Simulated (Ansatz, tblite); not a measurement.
# The cluster Hg₃H₁₂Se₃: one state, many levels

An exercise on one series of results from a longer session: the logs are not shown, and one member is left open.

Method: as each input shows; program: Ansatz 0.2.0, Gaussian basis.

Levels to be run: GFN1-xTB, GFN2-xTB, PBE-D4/def2-TZVP, r2SCAN-D4/def2-TZVP, r2SCANh-D4/def2-TZVP, r2SCAN0-D4/def2-TZVP, revPBE-D4/def2-TZVP, PBE+10HF/def2-SVP, PBE+15HF/def2-SVP, PBE+40HF/def2-SVP, PBE-D4/def2-SVP, PBE0-D4/def2-SVP, PBE-D4/def2-TZVPD, MP2/def2-SVP, RPA/def2-SVP.

7 further runs of the same task are left out: 6 that didn't finish, 1 set aside as unsound or not needed.

### The relaxed structure

The singlet was relaxed beforehand with PBE-D4/def2-SVP.

18 atoms, charge 0, spin multiplicity 1.

Bond lengths: Se1–H7 1.484 Å, Se1–H8 1.484 Å, Hg2–H9 1.670 Å, Hg2–H10 1.670 Å, Se3–H11 1.484 Å, Se3–H12 1.484 Å, Hg4–H13 1.670 Å, Hg4–H14 1.670 Å, Se5–H15 1.484 Å, Se5–H16 1.484 Å, Hg6–H17 1.670 Å, Hg6–H18 1.670 Å. Angles: H7–Se1–H8 91.1°, H9–Hg2–H10 176.9°, H11–Se3–H12 91.1°, H13–Hg4–H14 176.9°, H15–Se5–H16 91.1°, H17–Hg6–H18 177.0°.

Hg takes a core potential in the def2 sets. No spin-orbit coupling is included.

PBE0-D4/def2-TZVP was run before; its log isn't repeated, and its numbers join the tables.

Set-up of the first run:

Tight binding, by tblite at 300 K electronic temperature and without a spin-polarisation term:

```python
tblite.interface.Calculator('GFN1-xTB', numbers, positions, charge=0, uhf=0).singlepoint()
```

Tight binding, by tblite at 300 K electronic temperature and without a spin-polarisation term:

```python
tblite.interface.Calculator('GFN2-xTB', numbers, positions, charge=0, uhf=0).singlepoint()
```

start.molden holds the orbitals of an earlier run on this state, given as this run's starting guess.

in.yaml

```yaml
crystal:
  periodic: [false, false, false]
  atoms:
    - {symbol: Se, position_ang: [-0.004612, -2.382004, -0.009894]}
    - {symbol: Hg, position_ang: [-3.440716, -1.977695, 0.027943]}
    - {symbol: Se, position_ang: [-2.058869, 1.194404, -0.018281]}
    - {symbol: Hg, position_ang: [3.432581, -1.990154, 0.027719]}
    - {symbol: Se, position_ang: [2.064142, 1.187211, -0.009150]}
    - {symbol: Hg, position_ang: [0.007205, 3.969128, 0.023336]}
    - {symbol: H, position_ang: [-0.001451, -3.442342, 1.028827]}
    - {symbol: H, position_ang: [-0.010512, -3.399625, -1.090640]}
    - {symbol: H, position_ang: [-3.507230, -2.021554, -1.640152]}
    - {symbol: H, position_ang: [-3.451287, -1.978069, 1.697996]}
    - {symbol: H, position_ang: [-2.946888, 1.705613, -1.092402]}
    - {symbol: H, position_ang: [-2.969237, 1.724639, 1.027332]}
    - {symbol: H, position_ang: [3.504853, -2.029153, -1.640182]}
    - {symbol: H, position_ang: [3.437210, -1.995733, 1.697856]}
    - {symbol: H, position_ang: [2.937695, 1.689846, -1.099019]}
    - {symbol: H, position_ang: [2.992624, 1.718359, 1.019975]}
    - {symbol: H, position_ang: [0.001918, 3.978168, 1.693433]}
    - {symbol: H, position_ang: [0.012592, 4.048952, -1.644699]}
basis:
  gaussian: {orbitals: def2-TZVP, initial_orbitals: start.molden}
hamiltonian: {xc: pbe, dispersion: d4}
scf: {omitted_lower_state_checks: [starts]}
output: {orbitals: {seedname: orbitals}}
```

Command:

```console
$ ansatz run in.yaml --threads 4 --pin off --events-out ev --progress --plain --max-ram 4787MiB
```

Steps of the session up to this table: PBE-D4/def2-TZVP; r2SCAN-D4/def2-TZVP; r2SCANh-D4/def2-TZVP; r2SCAN0-D4/def2-TZVP; revPBE-D4/def2-TZVP; PBE+10HF/def2-SVP; PBE+15HF/def2-SVP; PBE+40HF/def2-SVP; PBE-D4/def2-SVP; PBE0-D4/def2-SVP; PBE-D4/def2-TZVPD; MP2/def2-SVP; RPA/def2-SVP.

One of the session's tables, all rows but one given; the rest of the session is left out.

It belongs to the step «Binding energy». 

| level | binding an atom (eV) |
| --- | --- |
| HF/def2-SVP | 1.180 |
| PBE-D4/def2-SVP | 1.816 |
| PBE-D4/def2-TZVP | 1.840 |
| PBE-D4/def2-TZVPD | 1.841 |
| revPBE-D4/def2-TZVP | 1.794 |
| r2SCAN-D4/def2-TZVP | 1.869 |
| r2SCANh-D4/def2-TZVP | 1.860 |
| PBE0-D4/def2-SVP | 1.793 |
| PBE0-D4/def2-TZVP | 1.824 |
| r2SCAN0-D4/def2-TZVP | 1.847 |
| MP2/def2-SVP | ? |

**Question.** Estimate the row for MP2/def2-SVP.

As computed: binding an atom (eV): 1.601. In the column «binding an atom (eV)» it lies between HF/def2-SVP (1.180) and PBE0-D4/def2-SVP (1.793).

To keep in mind: Free atoms were run apart at each level; binding is atoms less cluster, divided by the number of atoms, without zero-point or spin-orbit terms.
